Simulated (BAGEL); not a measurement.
**AlBrF (SMILES [F][Al][Br]): levels of theory compared**

Aim: a comparison of 3 runs (UHF/STO-3G, UHF/3-21G, UHF/6-31G*) of AlBrF. 

The results are computed with BAGEL 1.2.2.

9 further runs of the same task are left out: 1 for a known fault of the program, 5 that didn't finish, 3 set aside as unsound or not needed.

## 1. The system as given

The species is AlBrF (3 atoms), meant as a doublet with charge 0. As SMILES, `[F][Al][Br]`. The Al2–Br3 distance was set to 4.984 Å, away from the relaxed value. At this shape a bond of the SMILES string is far longer than usual.

Bond lengths: F1–Al2 1.648 Å.

## 2. A single-point energy at UHF/STO-3G (density fitting with qzvpp-jkfit) (run 1)

The input, input.json:

```json
{ "bagel" : [

{
  "title" : "molecule",
  "basis" : "sto-3g",
  "df_basis" : "qzvpp-jkfit",
  "angstrom" : true,
  "geometry" : [
    { "atom" : "F", "xyz" : [      -3.506768,       1.190598,      -1.800483 ] },
    { "atom" : "Al", "xyz" : [      -2.826768,      -0.294202,      -1.578783 ] },
    { "atom" : "Br", "xyz" : [       1.549000,      -0.613200,       0.786200 ] }
  ]
},

{ "title" : "uhf", "nopen" : 1 },

{ "title" : "print", "file" : "orbitals.molden", "orbitals" : true }

]}
```

On the command line:

```bash
$ BAGEL_NUM_THREADS=1 BAGEL input.json > input.out
```

Standard output:

```text
* using 1 threads per process

  ===============================================================
  ===============================================================

  *** Geometry ***

  { "atom" : "F", "xyz" : [     -6.626831,      2.249904,     -3.402420 ] },
  { "atom" : "Al", "xyz" : [     -5.341817,     -0.555961,     -2.983467 ] },
  { "atom" : "Br", "xyz" : [      2.927186,     -1.158780,      1.485703 ] },

  Number of auxiliary basis functions:      471

  Since a DF basis is specified, we compute 2- and 3-index integrals:
    o Being stored without compression. Storage requirement is 0.004 GB

  Number of basis functions:       32
  Number of electrons      :       57

    * METHOD: MOLECULE                             0.14

  *** Open-shell HF ***

  === Nuclear Repulsion ===
   113.8495054326

      * DIIS with orbital gradients will be used.

  === UHF iteration (sto-3g) ===
      0      -2881.44074059          0.02560084           0.05
      1      -2881.65906757          0.01657642           0.05
      2      -2881.67741472          0.00394896           0.05
      3      -2881.67886441          0.00028755           0.05
      4      -2881.67900269          0.00009819           0.05
      5      -2881.67904974          0.00002405           0.05
      6      -2881.67905860          0.00001135           0.05
      7      -2881.67906032          0.00001116           0.05
      8      -2881.67906159          0.00001113           0.05
      9      -2881.67906267          0.00001112           0.05
     10      -2881.67906077          0.00001102           0.05
     11      -2881.67899940          0.00001122           0.05
     12      -2881.67893101          0.00001377           0.05
     13      -2881.67644016          0.00013556           0.05
     14      -2881.67597191          0.00015710           0.05
     15      -2881.67519337          0.00020194           0.05
[... 27 lines of this table left out ...]
     43      -2881.67912403          0.00000006           0.05
     44      -2881.67912504          0.00000003           0.05
     45      -2881.67912516          0.00000003           0.05
     46      -2881.67912515          0.00000002           0.05
     47      -2881.67912515          0.00000002           0.05
     48      -2881.67912515          0.00000001           0.05
     49      -2881.67912514          0.00000001           0.05
     50      -2881.67912515          0.00000001           0.05
    * SCF iteration converged.

    * S^2 (UHF) is 0.7500

    * Permanent dipole moment:
           (   -0.212601,     0.457362,    -0.070011) a.u.

    * METHOD: UHF                                  2.56

    * METHOD: PRINT                                0.00

  ===============================================================
```

It took 2.8 s on 1 thread of Arm Neoverse V1, shared host; peak memory 0.081 GiB.

## 3. A single-point energy at UHF/3-21G (density fitting with qzvpp-jkfit) (run 2)

The input, calc.json:

```json
{ "bagel": [

{
  "title": "molecule",
  "basis": "3-21g",
  "df_basis": "qzvpp-jkfit",
  "angstrom": "true",
  "geometry": [
    { "atom": "F", "xyz": [      -3.506768,       1.190598,      -1.800483 ] },
    { "atom": "Al", "xyz": [      -2.826768,      -0.294202,      -1.578783 ] },
    { "atom": "Br", "xyz": [       1.549000,      -0.613200,       0.786200 ] }
  ]
},

{
  "title": "uhf",
  "nopen": 1
},

{
  "title": "print",
  "file": "orbitals.molden",
  "orbitals": "true"
}

]}
```

On the command line:

```bash
$ BAGEL_NUM_THREADS=1 BAGEL calc.json > calc.out
```

Standard output:

```text
* using 1 threads per process

  ===============================================================
  ===============================================================

  *** Geometry ***

  { "atom" : "F", "xyz" : [     -6.626831,      2.249904,     -3.402420 ] },
  { "atom" : "Al", "xyz" : [     -5.341817,     -0.555961,     -2.983467 ] },
  { "atom" : "Br", "xyz" : [      2.927186,     -1.158780,      1.485703 ] },

  Number of auxiliary basis functions:      471

  Since a DF basis is specified, we compute 2- and 3-index integrals:
    o Being stored without compression. Storage requirement is 0.007 GB

  Number of basis functions:       44
  Number of electrons      :       57

    * METHOD: MOLECULE                             0.15

  *** Open-shell HF ***

  === Nuclear Repulsion ===
   113.8495054326

      * DIIS with orbital gradients will be used.

  === UHF iteration (3-21g) ===
      0      -2899.30221663          0.04999101           0.07
      1      -2899.46067946          0.04183487           0.07
      2      -2899.57576396          0.02158242           0.07
      3      -2899.59281344          0.00232532           0.07
      4      -2899.59369294          0.00036605           0.07
      5      -2899.59381317          0.00010626           0.07
      6      -2899.59385145          0.00004046           0.07
      7      -2899.59386371          0.00003105           0.07
      8      -2899.59386900          0.00003087           0.07
      9      -2899.59387389          0.00003081           0.07
     10      -2899.59388781          0.00003051           0.07
     11      -2899.59341542          0.00006619           0.07
     12      -2899.59357191          0.00005348           0.07
     13      -2899.59376938          0.00003621           0.07
     14      -2899.59315981          0.00010326           0.07
     15      -2899.59363451          0.00004432           0.07
     16      -2899.59369552          0.00002931           0.07
     17      -2899.59356396          0.00002722           0.07
     18      -2899.59348511          0.00002652           0.07
     19      -2899.59356048          0.00002439           0.07
     20      -2899.59375780          0.00002331           0.07
     21      -2899.59375613          0.00002220           0.07
     22      -2899.59401104          0.00010310           0.07
     23      -2899.59398202          0.00014580           0.07
     24      -2899.59402778          0.00006401           0.07
     25      -2899.59403627          0.00000927           0.07
     26      -2899.59403059          0.00001557           0.07
     27      -2899.59402551          0.00000165           0.07
     28      -2899.59402844          0.00000113           0.07
     29      -2899.59403211          0.00000109           0.07
     30      -2899.59403465          0.00000090           0.07
     31      -2899.59403746          0.00000058           0.07
     32      -2899.59403892          0.00000039           0.07
     33      -2899.59403931          0.00000030           0.07
     34      -2899.59403930          0.00000025           0.07
     35      -2899.59403969          0.00000017           0.07
     36      -2899.59403973          0.00000008           0.07
     37      -2899.59403977          0.00000003           0.07
     38      -2899.59403978          0.00000001           0.07
     39      -2899.59403978          0.00000001           0.07
    * SCF iteration converged.

    * S^2 (UHF) is 0.7502

    * Permanent dipole moment:
           (   -0.191368,     0.331436,    -0.071172) a.u.

    * METHOD: UHF                                  2.89

    * METHOD: PRINT                                0.01

  ===============================================================
```

It took 3.3 s on 1 thread of Arm Neoverse V1, shared host; peak memory 0.081 GiB.

## 4. The energy at UHF/6-31G(d) (density fitting with qzvpp-jkfit, spherical functions) (run 3)

The input, calc.json:

```json
{ "bagel": [

{
  "title": "molecule",
  "basis": "6-31gs.json",
  "df_basis": "qzvpp-jkfit",
  "angstrom": true,
  "geometry": [
    { "atom": "F", "xyz": [   -3.506768,    1.190598,   -1.800483 ] },
    { "atom": "Al", "xyz": [   -2.826768,   -0.294202,   -1.578783 ] },
    { "atom": "Br", "xyz": [    1.549000,   -0.613200,    0.786200 ] }
  ]
},
{
  "title": "uhf",
  "nopen": 1
},
{
  "title": "print",
  "file": "orbitals.molden",
  "orbitals": true
}

]}
```

The basis set 6-31G* is read from a file made from the Basis Set Exchange's data (not shown).

On the command line:

```bash
$ BAGEL_NUM_THREADS=1 BAGEL calc.json > calc.out
```

Standard output:

```text
* using 1 threads per process

  ===============================================================
  ===============================================================

  *** Geometry ***

  { "atom" : "F", "xyz" : [     -6.626831,      2.249904,     -3.402420 ] },
  { "atom" : "Al", "xyz" : [     -5.341817,     -0.555961,     -2.983467 ] },
  { "atom" : "Br", "xyz" : [      2.927186,     -1.158780,      1.485703 ] },

  Number of auxiliary basis functions:      471

  Since a DF basis is specified, we compute 2- and 3-index integrals:
    o Being stored without compression. Storage requirement is 0.015 GB

  Number of basis functions:       64
  Number of electrons      :       57

    * METHOD: MOLECULE                             0.21

  *** Open-shell HF ***

  === Nuclear Repulsion ===
   113.8495054326

      * DIIS with orbital gradients will be used.

  === UHF iteration (6-31gs.json) ===
      0      -2913.18307218          0.04085451           0.12
      1      -2913.32191544          0.03657598           0.11
      2      -2913.45594808          0.02178580           0.11
      3      -2913.48807325          0.00165581           0.11
      4      -2913.48902995          0.00074359           0.11
      5      -2913.48918028          0.00016355           0.11
      6      -2913.48925137          0.00004868           0.11
      7      -2913.48927552          0.00002016           0.11
      8      -2913.48928464          0.00001644           0.11
      9      -2913.48928810          0.00001634           0.11
     10      -2913.48929110          0.00001632           0.11
     11      -2913.48929563          0.00001629           0.11
     12      -2913.48930731          0.00001621           0.11
     13      -2913.48931060          0.00001613           0.11
     14      -2913.48929580          0.00001604           0.11
     15      -2913.48929385          0.00001585           0.11
[... 72 lines of this table left out ...]
     88      -2913.48948807          0.00000017           0.11
     89      -2913.48948823          0.00000014           0.11
     90      -2913.48948829          0.00000012           0.11
     91      -2913.48948837          0.00000007           0.11
     92      -2913.48948839          0.00000003           0.10
     93      -2913.48948839          0.00000001           0.10
     94      -2913.48948840          0.00000001           0.10
     95      -2913.48948840          0.00000001           0.11
    * SCF iteration converged.

    * S^2 (UHF) is 0.7557

    * Permanent dipole moment:
           (   -0.182740,     0.355630,    -0.063987) a.u.

    * METHOD: UHF                                 10.51

    * METHOD: PRINT                                0.01

  ===============================================================
```

Wall time 11 s (1 thread of Arm Neoverse V1, shared host); peak memory 0.097 GiB.

## 5. All runs side by side

```csv
run,level,energy (Eh),dipole moment (D),⟨S²⟩,wall time
1,UHF/STO-3G (density fitting with qzvpp-jkfit),-2881.679125,1.29,0.750,2.8 s
2,UHF/3-21G (density fitting with qzvpp-jkfit),-2899.594040,0.99,0.750,3.3 s
3,"UHF/6-31G* (density fitting with qzvpp-jkfit, spherical functions)",-2913.489488,1.03,0.756,11 s
```

## 6. What came out

| quantity | value |
| --- | --- |
| run 3: total energy | -2913.48949 Eh |
| run 3: dipole moment | 1.03 D |
| run 3: ⟨S²⟩ | 0.756 |

What this shows: The dipole moment (its size) runs from 0.99 D (UHF/3-21G) to 1.29 D (UHF/STO-3G). In run 1 the basis is minimal, so the values are rough. All runs together took 17 s, the longest 11 s.
